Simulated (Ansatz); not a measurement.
Set up this calculation in Ansatz 0.2.0, as the native input.

* Task: relaxation of cell and atoms
* Functional: PBEsol
* Potentials or basis: Ansatz PAW
* Cutoff: 420 eV (not typed: the program's choice for these potentials)
* k mesh: 7 × 7 × 7
* Occupations: fermi-dirac, width 0.05 eV
* Spin: no spin polarisation

The system is SbW2.

```
Sb W
1.0
     0.00000    3.13301    3.13301
     3.13301    0.00000    3.13301
     3.13301    3.13301    0.00000
Sb W
1 2
Cartesian
  3.1330 3.1330 3.1330
  1.5665 1.5665 1.5665
  4.6995 4.6995 4.6995
```

The cell was built by a generator and needn't be a form met in nature.

These files were run (other wordings do the same):

input.yaml

```yaml
crystal:
  lattice:
    - [0.0, 3.13301, 3.13301]
    - [3.13301, 0.0, 3.13301]
    - [3.13301, 3.13301, 0.0]
  atoms:
    - { symbol: Sb, position: [0.5, 0.5, 0.5] }
    - { symbol: W, position: [0.25, 0.25, 0.25] }
    - { symbol: W, position: [0.75, 0.75, 0.75] }
hamiltonian:
  xc: pbesol
  pseudopotentials: { kind: paw }
kpoints:
  mp_grid: { grid: [7, 7, 7] }
scf:
  occupations: { method: fermi_dirac, width: 0.05 }
output:
  forces: true
  stress: true
  eigenvalues: true
relax:
  f_tol: 0.01
  max_steps: 40
  cell: { stress_tol: 0.05 }
```

Potentials or basis: Ansatz PAW.

Run with:

```sh
$ ansatz run input.yaml --threads 2 --pin off --max-ram 5632MiB --backend cpu --events-out ev --progress --plain --runs-dir out
```

It gave:

- Relaxed volume: 19.85 Å³/atom
- Relaxed cell: a = 4.384 Å, b = 4.384 Å, c = 4.384 Å, α = 60.00°, β = 60.00°, γ = 60.00°
- Space group after relaxing (to 0.05 Å): Fm-3m (No. 225)
- Energy gained by relaxing: 11.6 meV/atom
- Ionic steps: 4
- Pressure after relaxing: 0.0 GPa
- Band gap on the k mesh: none (metal or under the smearing width)

Caveat: the plane-wave basis is chosen anew once the cell has moved, so the energies of steps on either side of that aren't comparable; the PAW data sets come from PBE, with cores solved anew for the run's functional, which leaves a small shift of forces and pressure.

Wall time 4.8 s on 2 threads of Intel(R) Xeon(R) Platinum 8488C (Sapphire Rapids), with other jobs on the host, peak memory 0.43 GiB.
